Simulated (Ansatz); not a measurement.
# ClCo: the cost of one run

Program: Ansatz 0.2.0, Gaussian basis. Level of theory: def2-TZVPP, core rule «outside noble gas», up to 14 orbitals frozen. These are calculated values, not measurements.

The runs, in order: UHF; ROHF; CCSD(T) on UHF.

## Step 1: What is computed

The geometry is a PBE0/def2-TZVP stationary point (not a proven minimum) of the parent state, kept for this charge and spin.

2 atoms, charge 0, spin multiplicity 3.

Atoms are counted from 1 here; the program's logs count them from 0.

Bond lengths: Co1–Cl2 2.173 Å.

## Step 2: UHF

Contents of in.yaml:

```yaml
crystal:
  periodic: [false, false, false]
  atoms:
    - {symbol: Co, position_ang: [0.000000, 0.000000, 0.000000]}
    - {symbol: Cl, position_ang: [0.000000, 0.000000, 2.172600]}
basis:
  gaussian: {orbitals: def2-TZVPP}
magnetization: {spin_polarized: true, initial_magnetization: 2}
hamiltonian: {xc: hf}
output: {orbitals: {seedname: orbitals}}
```

Launch:

```
$ ansatz run in.yaml --threads 1 --pin off --events-out ev --progress --plain --max-ram 4096MiB --backend cpu
```

Q: Estimate wall time and peak memory on 1 thread of AMD EPYC 7R13, shared host.

About 26 s, with a peak of 0.36 GiB.
